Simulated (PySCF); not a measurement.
# C3H6O3S2: magnetic properties

Wanted: magnetic properties for C3H6O3S2 (`O=[S@@]1CC[S@@](=O)OC1`).

Programs: PySCF 2.14.0, with routines of our own; each step states its level. All values are computed. Atoms count from 0.

## 1. The system as given

14 atoms, charge 0, multiplicity 1; geometry from: GFN2-xTB.

## 2. Magnetic properties: GIAO BHandHLYP/pcSseg-1

Job settings and geometry (Å):

```
{"job": {"kind": "mag", "xc": "BHandHLYP", "basis": "pcSseg-1", "isotopologues": 2}, "charge": 0, "multiplicity": 1}
O      1.367583    -1.517376    -1.184851
S      1.243526    -1.117445     0.214765
C     -0.595123    -1.006414     0.516938
C     -1.242601    -0.293477    -0.638090
S     -0.874227     1.525472    -0.493457
O     -1.051407     1.798122     0.919229
O      0.776131     1.369416    -0.762092
C      1.490326     0.749149     0.244234
H     -0.749478    -0.471093     1.453840
H     -0.947770    -2.032730     0.617818
H     -0.826675    -0.634448    -1.586675
H     -2.325245    -0.407093    -0.639394
H      1.183117     1.097245     1.236640
H      2.551164     0.940198     0.078929
```

Level: GIAO BHandHLYP/pcSseg-1 magnetisability, rotational g tensor and spin-rotation constants, non-relativistic, gas phase.

On the command line:

```
> OMP_NUM_THREADS=1 python excited_run.py task.json out
```

This one command runs all jobs of the session in turn.

The program printed:

```text
coarse grid: 13488 points
cycle   1  E = -1139.2377682413  dE =  2.072e+00  |g| = 1.218e+00  |ddm| = 3.791e+00
cycle   2  E = -1138.8306420592  dE =  4.071e-01  |g| = 1.901e+00  |ddm| = 2.927e+00
cycle   3  E = -1139.5167483876  dE = -6.861e-01  |g| = 1.842e-01  |ddm| = 2.102e+00
cycle   4  E = -1139.5215918323  dE = -4.843e-03  |g| = 1.059e-01  |ddm| = 2.122e-01
cycle   5  E = -1139.5235829368  dE = -1.991e-03  |g| = 1.352e-02  |ddm| = 8.703e-02
cycle   6  E = -1139.5236195936  dE = -3.666e-05  |g| = 5.174e-03  |ddm| = 1.761e-02
cycle   7  E = -1139.5236263519  dE = -6.758e-06  |g| = 1.440e-03  |ddm| = 6.356e-03
final grid: 122976 points
cycle   8  E = -1139.5835561239  dE = -1.865e-05  |g| = 3.594e-03  |ddm| = 1.783e-02
cycle   9  E = -1139.5835554366  dE =  6.873e-07  |g| = 4.118e-03  |ddm| = 5.704e-03
cycle  10  E = -1139.5835589144  dE = -3.478e-06  |g| = 5.695e-04  |ddm| = 3.278e-03
cycle  11  E = -1139.5835589694  dE = -5.505e-08  |g| = 2.156e-04  |ddm| = 6.150e-04
cycle  12  E = -1139.5835589791  dE = -9.715e-09  |g| = 6.258e-05  |ddm| = 2.340e-04
cycle  13  E = -1139.5835589800  dE = -8.440e-10  |g| = 2.207e-05  |ddm| = 8.464e-05
converged SCF energy = -1139.5835589800

Magnetisability tensor (1e-30 J/T^2)
    -1288.45      -82.75       -7.08
      -82.75    -1276.28       30.35
       -7.08       30.35    -1129.05
isotropic -1231.26   principal values   -1366.36  -1208.44  -1118.97
isotropic susceptibility -74.148 1e-6 cm^3/mol

Inertial axes            a          b          c
rot. const./GHz      2.8264     1.2637     1.1306
chi total           -72.122    -82.163    -68.160
chi diamagnetic    -543.468   -991.407  -1109.045
chi paramagnetic    471.346    909.245   1040.886
quadrupole/D A      -12.675     13.649     -0.974
g nuclear            0.5830     0.5174     0.5300
g electronic        -0.6259    -0.5398    -0.5529
g total             -0.0429    -0.0224    -0.0229

Spin-rotation constants (kHz, H = +C I.J)
atom  isotope        aa         bb         cc
  8     1H       -0.217     -0.129      0.011
  9     1H       -0.192      0.006     -0.140
 10     1H       -0.197     -0.128      0.015
 11     1H       -0.214      0.008     -0.147
 12     1H       -0.199     -0.131      0.032
 13     1H       -0.209      0.049     -0.139
  0    17O*      -0.229      0.140     -0.233
  1    33S*       1.331      0.537      0.308
  2    13C*       0.491      0.199      0.221
  3    13C*       0.480      0.200      0.248
  4    33S*       1.492      0.562      0.468
  5    17O*      -0.570      0.029     -0.395
  6    17O*      -0.494     -0.151     -0.158
  7    13C*       0.609      0.271      0.272
* in the singly substituted isotopologue

Isotopologues: g along a, b, c
2H    at 8,9,10,11,12,1    -0.0372    -0.0220    -0.0216
18O   at 0                 -0.0422    -0.0218    -0.0225
```

It took 25 s on 1 thread of Arm Neoverse V2, shared host; peak memory 0.99 GiB.

From this job:

```
              quantity                      value
       magnetisability           -1231·10⁻³⁰ J/T²
  molar susceptibility         -74.1·10⁻⁶ cm³/mol
rotational g (a, b, c)  -0.0429, -0.0224, -0.0229
```

## 3. Magnetic properties: GIAO SCAN/6-31G*

Settings changed since step 2:

```diff
@@ -1,2 +1,2 @@
-{"job": {"kind": "mag", "xc": "BHandHLYP", "basis": "pcSseg-1", "isotopologues": 2}, "charge": 0, "multiplicity": 1}
+{"job": {"kind": "mag", "xc": "SCAN", "basis": "6-31G*", "scf": {"max_cycle": 5}}, "charge": 0, "multiplicity": 1}
 O      1.367583    -1.517376    -1.184851
```

With the program's defaults for keys left out, this is: GIAO SCAN/6-31G* magnetisability, rotational g tensor and spin-rotation constants, non-relativistic, gas phase.

The program printed:

```text
final grid: 122976 points
cycle   1  E = -1139.3971137683  dE =  1.765e+00  |g| = 1.381e+00  |ddm| = 4.272e+00
cycle   2  E = -1136.0125069310  dE =  3.385e+00  |g| = 3.919e+00  |ddm| = 7.295e+00
cycle   3  E = -1139.6541833860  dE = -3.642e+00  |g| = 7.031e-01  |ddm| = 6.812e+00
cycle   4  E = -1139.7469166840  dE = -9.273e-02  |g| = 3.586e-01  |ddm| = 1.198e+00
cycle   5  E = -1139.7718740997  dE = -2.496e-02  |g| = 1.028e-01  |ddm| = 4.161e-01
SCF not converged, last energy = -1139.7718740997
```

Wall time 10 s (1 thread of Arm Neoverse V2, shared host); peak memory 0.47 GiB.

Diagnosis: The cap of 5 cycles ended the SCF at a gradient of 1.0e-01. Cure: raise the cap. Numbers printed on the way are no properties of the molecule.

## 4. Results

| quantity | value |
| --- | --- |
| magnetisability (step 2, GIAO BHandHLYP/pcSseg-1) | -1231·10⁻³⁰ J/T² |
| molar susceptibility (step 2, GIAO BHandHLYP/pcSseg-1) | -74.1·10⁻⁶ cm³/mol |
| rotational g (a, b, c) (step 2, GIAO BHandHLYP/pcSseg-1) | -0.0429, -0.0224, -0.0229 |
| runs | 1 failed, 0 ended on unsound input |

In words: The values above hold for this geometry and these levels alone. Vibrational averaging and real surroundings are missing from these values.
